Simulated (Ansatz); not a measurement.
Consider an atomisation energy of C2H8SiSn, SMILES [SiH3][CH]1[CH2][SnH2]1 (Ansatz 0.2.0 through its Python package).

`c2h8sisn.xyz`
```text
12

Si   -1.08080    1.17410   -0.17190
C    -0.14100   -0.12060    0.67590
C     1.29090    0.01720    0.54700
Sn    0.69670   -1.59390   -0.71840
H    -2.48750    0.71650   -0.45730
H    -1.19230    2.42460    0.67630
H    -0.46510    1.57430   -1.45750
H    -0.45710   -0.49920    1.64230
H     1.88590   -0.31070    1.49890
H     1.69800    0.90390    0.02850
H    -0.01860   -1.18620   -2.27240
H     0.34790   -3.15510    0.04270
```

The script, `c2h8sisn.py`:
```python
"""Energy to split C2H8SiSn into its atoms."""

from collections import Counter

import ansatz as az


def single_point(molecule, charge=0, unpaired=0):
    calc = (
        molecule.calculation()
        .basis(gaussian="def2-SVP")
        .correlation("mp2")
    )
    if charge:
        calc = calc.charge(charge)
    if unpaired:
        calc = calc.spin("collinear", total=unpaired)
    return calc.run().report["free_energy_ev"]

mol = az.Crystal.molecule_from_extxyz("c2h8sisn.xyz")

# Hund ground states
unpaired = {"Si": 2, "C": 2, "Sn": 2, "H": 1}
counts = Counter(site.symbol for site in mol.cartesian_sites)
atom_energy = {s: single_point(az.Crystal.molecule().atom(s, (0, 0, 0)), 0, unpaired[s]) for s in counts}
whole = single_point(mol, 0, 0)
for s, e in atom_energy.items():
    print(f"{s:2s} x{counts[s]}  {e:14.5f} eV")
print(f"C2H8SiSn: {whole:.5f} eV")
split = sum(counts[s] * e for s, e in atom_energy.items()) - whole
print(f"atomisation energy (no zero-point term): {96.485332 * split:.1f} kJ/mol, {split / sum(counts.values()):.3f} eV an atom")
```

What does it cost to take this molecule apart into atoms?

3540.0 kJ/mol from the electronic energies, without the zero-point term.

What the script printed:

```console
$ python c2h8sisn.py
Si x1     -7858.55633 eV
C  x2     -1025.74186 eV
Sn x1     -5806.69952 eV
H  x8       -13.58606 eV
C2H8SiSn: -15862.11722 eV
atomisation energy (no zero-point term): 3540.0 kJ/mol, 3.057 eV an atom
```

Reading the output:
- Total energies depend on the basis set; only differences at equal settings carry meaning.
- The geometry is a force-field or estimated start, not a minimum of this method, and the basis set is short of its limit. All parts are taken at fixed geometry, without zero-point energy.
- def2 sets replace the cores of elements past krypton by effective core potentials.
- In double-zeta sets correlated atomisation energies come out some 10 to 15 % low.
- The spin-orbit lowering of heavy atoms is left out.
- Hardware and time: 3.2 s on 1 thread of Arm Neoverse V2, on a shared host, peak memory 0.31 GiB.

(Lines on the test bed's own set-up are left out of the output.)
